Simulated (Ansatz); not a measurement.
# Ge₂H₃+ (triplet): the correlation ladder, cc-pVDZ

The task here is to estimate one member of a computed series from the others.

The runs use Ansatz 0.2.0, Gaussian basis; cc-pVDZ, core rule «outside noble gas», up to 28 orbitals frozen.

The runs, in order: UHF; CCSD(T) on ROHF; CCSD(T) on UHF; BCCD(T) on ROHF; CISD; CCSDT(Q) on ROHF; CCSDT(Q) on UHF; CASSCF and NEVPT2, 10 electrons in 11 orbitals.

15 further runs of the same task are left out: 6 that didn't finish, 9 set aside as unsound or not needed.

## The geometry

The geometry is a PBE0/def2-TZVP stationary point (not a proven minimum) of the parent state, kept for this charge and spin. No spin-orbit coupling is included. The filled d shell of Ge may be among the frozen orbitals whatever the setting's name suggests; the logs give the count.

5 atoms, charge 1, spin multiplicity 3.

Atoms are counted from 1 here; the program's logs count them from 0.

Bond lengths: Ge1–Ge2 2.405 Å, Ge1–H3 1.548 Å, Ge1–H4 1.548 Å, Ge2–H5 1.595 Å. Angles: Ge2–Ge1–H3 130.0°, Ge2–Ge1–H4 123.8°, H3–Ge1–H4 106.2°, Ge1–Ge2–H5 87.5°.

The first run:

The input, in.yaml:

```yaml
crystal:
  periodic: [false, false, false]
  atoms:
    - {symbol: Ge, position_ang: [0.000000, 0.013184, 1.181237]}
    - {symbol: Ge, position_ang: [0.000000, -0.034339, -1.223364]}
    - {symbol: H, position_ang: [0.000000, 1.219299, 2.151804]}
    - {symbol: H, position_ang: [0.000000, -1.255242, 2.068613]}
    - {symbol: H, position_ang: [0.000000, 1.560523, -1.184463]}
basis:
  gaussian: {orbitals: cc-pVDZ}
total_charge: 1
magnetization: {spin_polarized: true, initial_magnetization: 2}
hamiltonian: {xc: hf}
output: {orbitals: {seedname: orbitals}}
```

Launch:

```
ansatz run in.yaml --threads 1 --pin off --events-out ev --progress --plain --max-ram 2393MiB
```

Among the steps run: UHF; CCSD(T) on ROHF; CCSD(T) on UHF; BCCD(T) on ROHF; CISD; CCSDT(Q) on ROHF; CCSDT(Q) on UHF; CASSCF and NEVPT2, 10 electrons in 11 orbitals.

One table of the session follows, with a row left open; its other results are not shown here.

```
        method  from UCCSDT(Q) (meV)
          ROHF               +5046.8
           UHF               +4973.3
          RMP2               +1243.9
          UMP2                     ?
          CISD                +569.4
         RCCSD                +217.7
         UCCSD                +206.8
      RCCSD(T)                 +62.2
      UCCSD(T)                 +53.5
       BCCD(T)                 +58.4
        RCCSDT                 +17.1
        UCCSDT                  +8.4
     RCCSDT(Q)                  +8.9
     UCCSDT(Q)                     0
CASSCF valence               +2831.9
NEVPT2 valence                +780.7
```

Q: Estimate the row for UMP2 from the others.

The run gave: from UCCSDT(Q) (meV): +1234.4. In the column «from UCCSDT(Q) (meV)» it lies between NEVPT2 valence (+780.7) and RMP2 (+1243.9).

To keep in mind: Restricted and unrestricted rows rest on different reference determinants; where their highest levels disagree by more than a few hundredths of an eV, they describe different states and don't form one ladder.
